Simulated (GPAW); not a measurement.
Runs of GPAW 26.7.0 on Ta3N. Symmetry: P-3m1, No. 164, trigonal system. The conventional cell has a = 3.032 Å, b = 3.032 Å, c = 7.524 Å, α = 90.00°, β = 90.00°, γ = 120.00°. Ta (site symmetry 3m) has 3 N at 2.19 Å as nearest neighbours. Around Ta (site symmetry -3m) lie 12 Ta at 3.01 to 3.03 Å. Around N (site symmetry -3m) lie 6 Ta at 2.19 Å. The cell comes from a database or a generator and needn't be the stable form of this composition.

```csv
task,level,potentials or basis,cell,band path,band points,eigensolver,optimizer,fmax,pressure (GPa),largest force (eV/Å)
band structure,revPBE,"the program's PAW data sets (release 1.2.1) made for this functional, pw",as given,"GMKGALHA,LM,KH",80,-,-,-,(a),0.13
band structure,LDA,"the program's PAW data sets (release 1.2.1) made for this functional, pw",as given,"GMKGALHA,LM,KH",80,-,-,-,-14.0,0.74
band structure,PBEsol,"PAW data sets generated in the run's folder for this functional, pw",as given,"GMKGALHA,LM,KH",80,-,-,-,-8.0,0.52
relaxation of cell and atoms,BLYP,"PAW data sets generated in the run's folder for this functional, pw",relaxed,-,-,davidson,BFGS,0.02 eV/Å,0.0,-
band structure,RPBE,"the program's PAW data sets (release 1.2.1) made for this functional, pw",as given,"GMKGALHA,LM,KH",80,-,-,-,(b),0.09
```

Alike in all rows: no spin polarisation; k mesh 7 × 7 × 3; cutoff (eV) 800; smearing fermi-dirac 0.05 eV.

Problem. Estimate the missing entries.

Solution. (a) 2.4; (b) 3.6.

Caveats: later steps reuse the first step's grids (some runs).

Runs at the PBE level aren't shown here.
